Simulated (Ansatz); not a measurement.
# Alloy of Ge and Sn (4 of 64 Ge sites exchanged), 64 atoms

Aim: relax the alloy cell and compare the gap by PBEsol, PBE, r²SCAN, HSE06 and HSE06 with spin–orbit coupling.

Program: Ansatz 0.2.0, PAW, plane waves. These are calculated values, not measurements.

## 1. Starting point

64 atoms (60 Ge, 4 Sn); a = 11.472 Å, b = 11.472 Å, c = 11.472 Å, α = 90.00°, β = 90.00°, γ = 90.00°. All atoms were shaken off their sites by about 0.02 Å along each axis.

Plan of the steps: (2) PBEsol cell relaxation at the single k point (¼, ¼, ¼), on 1 × NVIDIA H100 80GB HBM3 with 11 threads of AMD EPYC 7R13; (3) PBE single point at the Γ point alone, on 1 × NVIDIA H100 80GB HBM3 with 11 threads of AMD EPYC 7R13; (4) r²SCAN single point at the Γ point alone, on 1 × NVIDIA H100 80GB HBM3 with 11 threads of AMD EPYC 7R13; (5) HSE06 single point at the Γ point alone, on 1 × NVIDIA H100 80GB HBM3 with 11 threads of AMD EPYC 7R13; (6) HSE06 with spin–orbit coupling single point at the Γ point alone, on 1 × NVIDIA H100 80GB HBM3 with 11 threads of AMD EPYC 7R13.

## 2. PBEsol relaxation of the cell and the positions

The input, in.yaml:

```yaml
crystal:
  lattice:
    - [11.472132, 0.000000, 0.000000]
    - [0.000000, 11.472132, 0.000000]
    - [0.000000, 0.000000, 11.472132]
  atoms:
    - { symbol: Ge, position: [0.999865, 0.999740, 0.000306] }
    - { symbol: Ge, position: [0.000092, 0.998252, 0.503490] }
    - { symbol: Ge, position: [0.001194, 0.502387, 0.995509] }
    - { symbol: Ge, position: [0.999896, 0.500241, 0.500496] }
    - { symbol: Ge, position: [0.498658, 0.000573, 0.000844] }
    - { symbol: Ge, position: [0.496156, 0.999044, 0.498763] }
    - { symbol: Ge, position: [0.503072, 0.501862, 0.000222] }
    - { symbol: Ge, position: [0.497445, 0.501706, 0.499141] }
    - { symbol: Ge, position: [0.122057, 0.125356, 0.124819] }
    - { symbol: Ge, position: [0.122480, 0.128792, 0.623612] }
    - { symbol: Ge, position: [0.122256, 0.625613, 0.123668] }
    - { symbol: Ge, position: [0.125241, 0.624893, 0.625085] }
    - { symbol: Ge, position: [0.627254, 0.124614, 0.125539] }
    - { symbol: Ge, position: [0.624533, 0.123103, 0.621682] }
    - { symbol: Ge, position: [0.623871, 0.626979, 0.124892] }
    - { symbol: Ge, position: [0.627108, 0.623667, 0.626310] }
    - { symbol: Ge, position: [0.251292, 0.247938, 0.997809] }
    - { symbol: Ge, position: [0.249328, 0.249202, 0.497689] }
    - { symbol: Ge, position: [0.248684, 0.746268, 0.998446] }
    - { symbol: Ge, position: [0.751752, 0.250500, 0.000858] }
    - { symbol: Ge, position: [0.748997, 0.247897, 0.499043] }
    - { symbol: Ge, position: [0.749778, 0.747164, 0.997678] }
    - { symbol: Ge, position: [0.751910, 0.752579, 0.498712] }
    - { symbol: Ge, position: [0.372624, 0.375951, 0.125609] }
    - { symbol: Ge, position: [0.376931, 0.373289, 0.622289] }
    - { symbol: Ge, position: [0.375353, 0.871746, 0.124454] }
    - { symbol: Ge, position: [0.375725, 0.875995, 0.621931] }
    - { symbol: Ge, position: [0.870701, 0.373545, 0.125884] }
    - { symbol: Ge, position: [0.872274, 0.376419, 0.625840] }
    - { symbol: Ge, position: [0.878876, 0.874741, 0.127113] }
    - { symbol: Ge, position: [0.874819, 0.875382, 0.623247] }
    - { symbol: Ge, position: [0.253197, 0.000421, 0.251102] }
    - { symbol: Ge, position: [0.249216, 0.002069, 0.752062] }
    - { symbol: Ge, position: [0.247990, 0.498077, 0.252473] }
    - { symbol: Ge, position: [0.749605, 0.997348, 0.252765] }
    - { symbol: Ge, position: [0.751183, 0.000016, 0.749920] }
    - { symbol: Ge, position: [0.749786, 0.498349, 0.250581] }
    - { symbol: Ge, position: [0.749893, 0.501217, 0.748889] }
    - { symbol: Ge, position: [0.375905, 0.126431, 0.373180] }
    - { symbol: Ge, position: [0.375523, 0.124580, 0.872812] }
    - { symbol: Ge, position: [0.375892, 0.626617, 0.373241] }
    - { symbol: Ge, position: [0.374534, 0.625854, 0.875180] }
    - { symbol: Ge, position: [0.875484, 0.125456, 0.374731] }
    - { symbol: Ge, position: [0.872620, 0.125902, 0.875513] }
    - { symbol: Ge, position: [0.874721, 0.626829, 0.375476] }
    - { symbol: Ge, position: [0.875323, 0.627373, 0.876912] }
    - { symbol: Ge, position: [0.000188, 0.252154, 0.250106] }
    - { symbol: Ge, position: [0.003099, 0.750632, 0.252110] }
    - { symbol: Ge, position: [0.000493, 0.749860, 0.748773] }
    - { symbol: Ge, position: [0.501408, 0.247382, 0.253198] }
    - { symbol: Ge, position: [0.499879, 0.247155, 0.751466] }
    - { symbol: Ge, position: [0.500118, 0.749276, 0.248868] }
    - { symbol: Ge, position: [0.499674, 0.749984, 0.751769] }
    - { symbol: Ge, position: [0.123031, 0.372349, 0.376106] }
    - { symbol: Ge, position: [0.125866, 0.372356, 0.876080] }
    - { symbol: Ge, position: [0.122935, 0.874633, 0.377231] }
    - { symbol: Ge, position: [0.127580, 0.877236, 0.873337] }
    - { symbol: Ge, position: [0.625474, 0.374330, 0.374881] }
    - { symbol: Ge, position: [0.627440, 0.372186, 0.876898] }
    - { symbol: Ge, position: [0.627197, 0.873223, 0.874527] }
    - { symbol: Sn, position: [0.248343, 0.754676, 0.502640] }
    - { symbol: Sn, position: [0.249487, 0.501625, 0.752111] }
    - { symbol: Sn, position: [0.002766, 0.245722, 0.750847] }
    - { symbol: Sn, position: [0.628394, 0.875658, 0.378752] }
  symmetry: { detect: false }
kpoints:
  mp_grid: { grid: [1, 1, 1], shift: [0.25, 0.25, 0.25] }
hamiltonian:
  xc: pbesol
scf:
  occupations: { method: fermi_dirac, width: 0.01 }
relax:
  f_tol: 0.03
  max_steps: 80
  escape_saddle: false
  adjacent_minimum: "off"
  cell: { fix: [shape] }
output:
  forces: true
  eigenvalues: true
  populations: true
  write_density: true
  write_potential: true
  elf: true
  volumetric_format: npy
```

The run is started by

```bash
> ansatz run in.yaml --threads 11 --pin off --max-ram 161500MiB --runs-dir r --events-out ev --progress --plain --backend cuda --devices 0, --max-vram 75GiB
```

Further steps of the session: PBE on the final geometry; r²SCAN on the same atoms; Single point with HSE06; HSE06 with spin–orbit coupling on the same atoms.

What does the calculation give? Wanted: for each run, top filled to lowest empty.

As calculated:

```
                         level         time   k points  top filled to lowest empty (eV)
            PBEsol, relaxation   29 s (GPU)  (¼, ¼, ¼)                             0.43
                           PBE   20 s (GPU)          Γ                             none
                        r²SCAN   23 s (GPU)          Γ                             0.11
                         HSE06   81 s (GPU)          Γ                             0.57
HSE06 with spin–orbit coupling  9 min (GPU)          Γ                             0.47
```

| quantity | value |
| --- | --- |
| relaxation | 5 recorded steps, 1.89 eV gained |
| largest shift | 0.17 Å (Ge27 and others alike) |
| relaxed cell | a = 11.458 Å, b = 11.458 Å, c = 11.458 Å, α = 90.00°, β = 90.00°, γ = 90.00° |
| mean bonds | Ge–Ge 2.464, Ge–Sn 2.603 Å |

**In words.** Relaxation gains 1.89 eV, with shifts up to 0.17 Å (Ge27 and others alike), while the volume changes by -0.4 %. The mean lengths of the listed bonds run from Ge–Ge 2.46 Å to Ge–Sn 2.60 Å. At the same k points, r²SCAN gives a spacing 0.46 eV smaller than the 0.57 eV of HSE06. The relaxation ran on other k points, so part of any difference from the later rows can come from the mesh. Spin–orbit coupling changes the HSE06 spacing by -0.10 eV. The price of HSE06 is about 4 times the time of PBE here. PBE leaves levels partly filled (a spacing under the smearing width does that too), while HSE06 opens a spacing of 0.57 eV. A spacing under 0.2 eV need not be a band gap: disorder can split levels that lie at the Fermi energy. With one k point the spacing samples only the states that fold onto it, so it can exceed the gap over the zone.
